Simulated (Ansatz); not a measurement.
Working through vertical energies of changing the electron count of ClFH4OSiSn, SMILES [OH][SnH2][SiH](F)Cl

With Ansatz 0.2.0, Python API.

Run as a notebook:

```python
import ansatz as az
```

```python
def energy(molecule, charge=0, unpaired=0):
    calc = molecule.calculation().basis(gaussian="def2-SVP").functional("r2SCAN", dispersion="d4")
    if charge:
        calc = calc.charge(charge)
    if unpaired:
        calc = calc.spin("collinear", total=unpaired)
    return calc.run().report["free_energy_ev"]
```

```python
GEOMETRY = """
O    -1.51040   -0.24660   -1.75430
Sn   -0.07440   -0.92730   -0.67770
Si    0.33060    0.61980    1.24570
F     1.73980    0.04870    2.15620
Cl    0.81280    2.52350    0.51710
H    -1.31800    0.76310   -1.91590
H     1.39860   -1.03330   -1.65860
H    -0.46100   -2.49480   -0.08320
H    -0.82940    0.70060    2.15350
"""
```

```python
clfh4osisn = az.Crystal.molecule()
for line in GEOMETRY.strip().splitlines():
    symbol, *xyz = line.split()
    clfh4osisn = clfh4osisn.atom(symbol, [float(v) for v in xyz])
```

```python
# total-energy differences at one geometry
parent = energy(clfh4osisn, 0, 0)
cation = energy(clfh4osisn, 1, 1)
print(f"E(N)   = {parent:.5f} eV")
print(f"E(N-1) = {cation:.5f} eV  (1 unpaired)")
print(f"vertical ionisation energy {cation - parent:.3f} eV")
```

    E(N)   = -31051.28871 eV
    E(N-1) = -31041.62263 eV  (1 unpaired)
    vertical ionisation energy 9.666 eV

At this unrelaxed geometry removing an electron costs 9.67 eV.

Notes:
- Total energies depend on the basis set; only differences at equal settings carry meaning.
- The geometry is a force-field or estimated start, not a minimum of this method, and the basis set is short of its limit. All parts are taken at fixed geometry, without zero-point energy. At an unrelaxed start these energies can be a whole eV from those at the minimum, and a small affinity can change sign.
- def2 sets replace the cores of elements past krypton by effective core potentials.
- Run time: 44 s on 1 thread of Arm Neoverse V1, with other jobs on the host, peak memory 0.32 GiB.
